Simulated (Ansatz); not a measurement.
# BH3O2: the cost of one run

Method: PBE0-D4/def2-TZVP structures, single points in def2-TZVPP, no counterpoise correction; program: Ansatz 0.2.0, Gaussian basis.

Levels: SPW92, PBE-D4, BLYP-D4, r2SCAN-D4, B97M-V, PBE0-D4, B3LYP-D4, r2SCAN0-D4, BHLYP-D4, CAM-B3LYP-D4, wB97X-V, wB97M-V, B2PLYP, PBE-QIDH, RPA on PBE, Hartree-Fock, MP2, CCSD, CCSD(T).

Correlated methods freeze the cores. B3LYP uses VWN-RPA correlation. B2PLYP carries no dispersion term here.

94 further runs of the same task are left out: 94 set aside as unsound or not needed.

## Step 1: Starting geometry

The complex: 11 atoms, charge 0, spin multiplicity 1.

Atoms are counted from 1 here; the program's logs count them from 0.

Bond lengths: B1–H2 1.198 Å, B1–O3 1.351 Å, B1–O4 1.366 Å, O3–H7 0.964 Å, O4–H8 0.958 Å, H5–Si6 1.482 Å, Si6–H9 1.486 Å, Si6–H10 1.488 Å, Si6–H11 1.482 Å. Angles: H2–B1–O3 118.8°, H2–B1–O4 121.9°, O3–B1–O4 119.3°, B1–O3–H7 112.3°, B1–O4–H8 113.3°, H5–Si6–H9 109.3°, H5–Si6–H10 109.7°, H5–Si6–H11 110.9°, H9–Si6–H10 107.8°, H9–Si6–H11 109.5°, H10–Si6–H11 109.7°.

As a file:

```xyz
11
BH7O2Si
B    -0.6320    1.9560    0.0791
H    -0.7537    3.1068    0.3881
O    -0.9635    1.5813   -1.1761
O    -0.1688    1.0172    0.9574
H     1.8448   -1.0311   -0.2039
Si    0.6663   -1.9274   -0.1374
H    -0.8317    0.6375   -1.3235
H     0.0422    1.3766    1.8204
H     1.0386   -3.2675   -0.6613
H    -0.4222   -1.3895   -0.9985
H     0.1801   -2.0599    1.2558
```

Its parts: BH₃O₂ holds atoms 1, 2, 3, 4, 7, 8; SiH₄ holds atoms 5, 6, 9, 10, 11. Each part counts its atoms afresh in its own runs.

## Step 2: Relaxing BH₃O₂ alone

Input file relax-a/in.yaml:

```yaml
crystal:
  periodic: [false, false, false]
  atoms:
    - {symbol: B, position_ang: [-0.631998, 1.955999, 0.079125]}
    - {symbol: H, position_ang: [-0.753717, 3.106817, 0.388068]}
    - {symbol: O, position_ang: [-0.963546, 1.581257, -1.176143]}
    - {symbol: O, position_ang: [-0.168781, 1.017230, 0.957400]}
    - {symbol: H, position_ang: [-0.831744, 0.637541, -1.323534]}
    - {symbol: H, position_ang: [0.042176, 1.376642, 1.820449]}
basis:
  gaussian: {orbitals: def2-TZVP}
hamiltonian: {xc: pbe0, dispersion: d4}
relax: {f_tol: 0.005, max_steps: 200}
```

Command:

```
$ ansatz run in.yaml --threads 4 --pin off --events-out ev --progress --plain --max-ram 9574MiB
```

**Question.** How long does this run take on 4 threads of Intel Xeon at 2.50GHz, shared host?

About 8 s.
